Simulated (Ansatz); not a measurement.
This script makes a test of the smearing width of CoSi₂, space group Fm-3m with Ansatz's Python interface.

`smear_cosi2.py`
```python
# -*- coding: utf-8 -*-
"""Smearing width test for CoSi2."""

import csv

import ansatz

XC = "PBE"

lattice = ansatz.Lattice.of(
    (0.0, 2.678, 2.678),
    (2.678, 0.0, 2.678),
    (2.678, 2.678, 0.0),
)
sites = [
    ("Co", (0.0, 0.0, 0.0)),
    ("Si", (0.25, 0.25, 0.25)),
    ("Si", (0.75, 0.75, 0.75)),
]
cell = ansatz.Crystal(lattice=lattice)
for symbol, position in sites:
    cell = cell.atom(symbol, position)
cell = cell.moments(Co=2.5)

job = cell.calculation().kpoints(10, center="gamma").spin("collinear").functional(XC).forces().stress()

rows = []
for value in [0.25, 0.15, 0.1, 0.05, 0.025]:
    data = job.occupations("gaussian", width=value).run(threads=1, backend="cpu").report
    rows.append((value, data["free_energy_ev"] / len(data["lattice"]["sites"]), data["n_iterations"], sum(data["stress_gpa"][i][i] for i in range(3)) / 3, max(abs(f) for row in data["forces_ev_ang"] for f in row), data["magnetization_mub"], data["n_kpoints"]))

with open("smear.csv", "w", newline="") as handle:
    writer = csv.writer(handle)
    writer.writerow(["width (eV)", "F/atom (eV)", "iterations", "P (GPa)", "max component (eV/A)", "moment (muB)", "k-points"])
    writer.writerows([round(v, 5) if isinstance(v, float) else v for v in row] for row in rows)

# differences from the last row
for row in rows[:-1]:
    shift = 1000 * (row[1] - rows[-1][1])
    print(f"{row[0]}: {shift:+.2f} meV/atom" + ("  (within 5 meV)" if abs(shift) < 5 else ""))
```

From its runs, with one value withheld:

| width (eV) | F less the first row (meV/atom) |
| --- | --- |
| 0.025 | 0.00 |
| 0.05 | -0.07 |
| 0.1 | -0.48 |
| 0.15 | -1.36 |
| 0.25 | ? |

What is the missing value at a width of 0.25 eV?

For this scheme F falls about as the square of the width where the density of states is smooth. A straight line through the rows shown, against the width squared, has slope -62.9 meV/eV² and intercept 0.08 meV, which gives -3.85 meV at 0.25 eV. The run gave -4.77 meV, a miss of 0.92 meV, so the square law fits these rows poorly.

Reading the output:
- The SCF didn't keep the moments it started from (some shrank, vanished or turned); what is printed is the state reached.
- For a metal this k-point mesh is coarse: on a finer one energies can move by several to tens of meV an atom and pressures by half a GPa or more, differences at one mesh by less.
- Forces vanish by symmetry here and test nothing.
- Of the deposited cell: the entry's cell lengths or inner coordinates differ somewhat from later room-temperature determinations.
- The narrowest width needs the finest mesh, so the last row is no converged reference.
- Pressure is positive in compression.
- The structure is a deposited one; some such entries were measured under pressure or heat, so a shift against it needn't be the functional's error alone.
- Run time: 22 s on 1 thread of Arm Neoverse V2, on a shared host, peak memory 0.41 GiB.
